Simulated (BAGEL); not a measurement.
**B3LYP/def2-SVP (density fitting with qzvpp-jkfit) run of CH3ClF2Si (SMILES C[Si](F)(F)Cl)**

What is the energy change on altering one bond length of CH3ClF2Si at B3LYP/def2-SVP (density fitting with qzvpp-jkfit)? 

The results are computed with BAGEL 1.2.2.

5 further runs of the same task are left out: 3 that didn't finish, 2 set aside as unsound or not needed.

## (1) The molecule

The species is CH3ClF2Si (8 atoms), meant as a singlet with charge 0. As SMILES, `C[Si](F)(F)Cl`. The shape is that of a PBE0-D4/def2-TZVP optimisation.

Bond lengths: C1–Si2 1.832 Å, Si2–F3 1.582 Å, Si2–F4 1.582 Å, Si2–Cl5 2.029 Å, C1–H6 1.092 Å, C1–H7 1.092 Å, C1–H8 1.091 Å. Some angles: C1–Si2–F3 111.0°, C1–Si2–F4 111.0°, C1–Si2–Cl5 112.6°, F3–Si2–F4 106.6°, F3–Si2–Cl5 107.7°, F4–Si2–Cl5 107.8°, Si2–C1–H6 110.1°, Si2–C1–H7 110.4°, Si2–C1–H8 110.4°, H6–C1–H7 108.6°.

## (2) The energy at B3LYP/def2-SVP (density fitting with qzvpp-jkfit)

The input, input.json:

```json
{ "bagel" : [

{
  "title" : "molecule",
  "basis" : "svp",
  "df_basis" : "qzvpp-jkfit",
  "angstrom" : true,
  "geometry" : [
    { "atom" : "C", "xyz" : [      -0.808500,      -0.299000,       0.512200 ] },
    { "atom" : "Si", "xyz" : [       0.690600,       0.151400,      -0.439200 ] },
    { "atom" : "F", "xyz" : [       1.987000,      -0.472300,       0.219100 ] },
    { "atom" : "F", "xyz" : [       0.616200,      -0.415600,      -1.914200 ] },
    { "atom" : "Cl", "xyz" : [       0.963100,       2.158500,      -0.560900 ] },
    { "atom" : "H", "xyz" : [      -0.917100,      -1.385400,       0.549800 ] },
    { "atom" : "H", "xyz" : [      -0.740200,       0.080400,       1.533400 ] },
    { "atom" : "H", "xyz" : [      -1.698800,       0.124800,       0.044100 ] }
  ]
},

{ "title" : "ks", "xc_func" : "b3lyp" },

{ "title" : "print", "file" : "orbitals.molden", "orbitals" : true }

]}
```

On the command line:

```console
$ BAGEL_NUM_THREADS=1 BAGEL input.json > input.out
```

Output:

```text
* using 1 threads per process

  ===============================================================
  ===============================================================

  *** Geometry ***

  { "atom" : "C", "xyz" : [     -1.527844,     -0.565028,      0.967918 ] },
  { "atom" : "Si", "xyz" : [      1.305045,      0.286105,     -0.829968 ] },
  { "atom" : "F", "xyz" : [      3.754886,     -0.892518,      0.414039 ] },
  { "atom" : "F", "xyz" : [      1.164449,     -0.785370,     -3.617314 ] },
  { "atom" : "Cl", "xyz" : [      1.819995,      4.078974,     -1.059947 ] },
  { "atom" : "H", "xyz" : [     -1.733068,     -2.618027,      1.038971 ] },
  { "atom" : "H", "xyz" : [     -1.398775,      0.151934,      2.897706 ] },
  { "atom" : "H", "xyz" : [     -3.210267,      0.235838,      0.083337 ] },

  Number of auxiliary basis functions:      539

  Since a DF basis is specified, we compute 2- and 3-index integrals:
    o Being stored without compression. Storage requirement is 0.037 GB

  Number of basis functions:       93
  Number of electrons      :       58

    * METHOD: MOLECULE                             0.46

  *** Kohn-Sham DFT ***

    * Removing 15697 points whose weight is below 1.00e-10
    * Grid points: 103551

  === Nuclear Repulsion ===
   314.8409167045

       - DIIS with orbital gradients will be used.

  === KS iteration (b3lyp / svp) ===
      0       -951.72851375          0.10578222           1.18
      1       -842.00543922          0.18450343           0.76
      2       -910.88649000          0.12662348           0.68
      3       -980.24236978          0.11038884           0.68
      4       -981.82861822          0.06015869           0.68
      5       -986.33129149          0.06489429           0.64
      6       -988.63871825          0.02539962           0.64
      7       -988.94881549          0.01417503           0.62
      8       -989.07763698          0.00357566           0.62
      9       -989.08787812          0.00135189           0.66
     10       -989.08921423          0.00060190           0.62
     11       -989.08941599          0.00005768           0.62
     12       -989.08941739          0.00002334           0.62
     13       -989.08941768          0.00001110           0.64
     14       -989.08941776          0.00000245           0.74
     15       -989.08941776          0.00000156           0.61
     16       -989.08941776          0.00000037           0.61
     17       -989.08941776          0.00000007           0.68
     18       -989.08941776          0.00000002           0.61
     19       -989.08941776          0.00000001           0.61
    * SCF iteration converged.

    * Permanent dipole moment:
           (    0.730557,     0.137695,    -0.465545) a.u.

    * METHOD: KS                                  14.42

    * METHOD: PRINT                                0.02

  ===============================================================
```

Wall time 15 s (1 thread of Intel Xeon Platinum 8259CL at 2.50GHz (Skylake/Cascade Lake), shared host); peak memory 0.48 GiB.

## (3) The distorted shape

The input, dft.json:

```json
{ "bagel": [

{
  "title": "molecule",
  "basis": "svp",
  "df_basis": "qzvpp-jkfit",
  "angstrom": true,
  "geometry": [
    { "atom": "C", "xyz": [   -0.828990,   -0.412819,    0.205841 ] },
    { "atom": "Si", "xyz": [    0.670110,    0.037581,   -0.745559 ] },
    { "atom": "F", "xyz": [    1.966510,   -0.586119,   -0.087259 ] },
    { "atom": "F", "xyz": [    0.595710,   -0.529419,   -2.220559 ] },
    { "atom": "Cl", "xyz": [    0.942610,    2.044681,   -0.867259 ] },
    { "atom": "H", "xyz": [   -0.937590,   -1.499219,    0.243441 ] },
    { "atom": "H", "xyz": [   -0.740200,    0.080400,    1.533400 ] },
    { "atom": "H", "xyz": [   -1.719290,    0.010981,   -0.262259 ] }
  ]
},
{
  "title": "ks",
  "xc_func": "b3lyp"
},
{
  "title": "print",
  "file": "orbitals.molden",
  "orbitals": true
}

]}
```

On the command line:

```console
$ BAGEL_NUM_THREADS=1 BAGEL dft.json > dft.out
```

Output:

```text
* using 1 threads per process

  ===============================================================
  ===============================================================

  *** Geometry ***

  { "atom" : "C", "xyz" : [     -1.566564,     -0.780115,      0.388983 ] },
  { "atom" : "Si", "xyz" : [      1.266324,      0.071018,     -1.408902 ] },
  { "atom" : "F", "xyz" : [      3.716165,     -1.107604,     -0.164896 ] },
  { "atom" : "F", "xyz" : [      1.125729,     -1.000457,     -4.196248 ] },
  { "atom" : "Cl", "xyz" : [      1.781275,      3.863887,     -1.638882 ] },
  { "atom" : "H", "xyz" : [     -1.771788,     -2.833113,      0.460037 ] },
  { "atom" : "H", "xyz" : [     -1.398775,      0.151934,      2.897706 ] },
  { "atom" : "H", "xyz" : [     -3.248987,      0.020751,     -0.495598 ] },

  Number of auxiliary basis functions:      539

  Since a DF basis is specified, we compute 2- and 3-index integrals:
    o Being stored without compression. Storage requirement is 0.037 GB

  Number of basis functions:       93
  Number of electrons      :       58

    * METHOD: MOLECULE                             0.41

  *** Kohn-Sham DFT ***

    * Removing 15306 points whose weight is below 1.00e-10
    * Grid points: 103942

  === Nuclear Repulsion ===
   313.5599790674

       - DIIS with orbital gradients will be used.

  === KS iteration (b3lyp / svp) ===
      0       -952.14310147          0.10550726           0.70
      1       -843.48339370          0.18628380           0.72
      2       -911.57201321          0.12662649           1.01
      3       -978.97094722          0.11650172           1.00
      4       -981.97302201          0.06051748           0.76
      5       -985.95419811          0.06852694           0.64
      6       -988.55515362          0.02645287           0.62
      7       -988.89702027          0.01511218           0.62
      8       -989.03615158          0.00470319           0.72
      9       -989.04926221          0.00272149           0.87
     10       -989.05366380          0.00061681           0.62
     11       -989.05388305          0.00015510           0.85
     12       -989.05389641          0.00004982           0.68
     13       -989.05389830          0.00002405           0.69
     14       -989.05389857          0.00001363           0.63
     15       -989.05389869          0.00000349           0.96
     16       -989.05389870          0.00000062           0.66
     17       -989.05389870          0.00000028           0.61
     18       -989.05389870          0.00000006           0.61
     19       -989.05389870          0.00000003           0.61
     20       -989.05389870          0.00000001           0.63
     21       -989.05389870          0.00000001           0.61
    * SCF iteration converged.

    * Permanent dipole moment:
           (    0.733481,     0.155034,    -0.417398) a.u.

    * METHOD: KS                                  16.74

    * METHOD: PRINT                                0.02

  ===============================================================
```

Wall time 17 s (1 thread of Intel Xeon Platinum 8259CL at 2.50GHz (Skylake/Cascade Lake), shared host); peak memory 0.49 GiB.

## (4) Outcome

Level: B3LYP/def2-SVP (density fitting with qzvpp-jkfit).

| quantity | value |
| --- | --- |
| first shape: total energy | -989.08942 Eh |
| first shape: dipole moment | 2.23 D |
| first shape: HOMO energy | -9.14 eV |
| first shape: LUMO energy | 1.04 eV |
| first shape: HOMO–LUMO gap | 10.18 eV |
| distorted shape: total energy | -989.05390 Eh |
| distorted shape: dipole moment | 2.18 D |
| distorted shape: HOMO energy | -9.15 eV |
| distorted shape: LUMO energy | -0.06 eV |
| distorted shape: HOMO–LUMO gap | 9.09 eV |
| energy change with the C1–H7 bond stretched from 1.092 to 1.419 Å | 0.967 eV |

In words: With the C1–H7 bond stretched from 1.092 to 1.419 Å the energy rises by 0.97 eV (22.3 kcal/mol). The first shape isn't relaxed at this level, so the change isn't measured from a minimum.
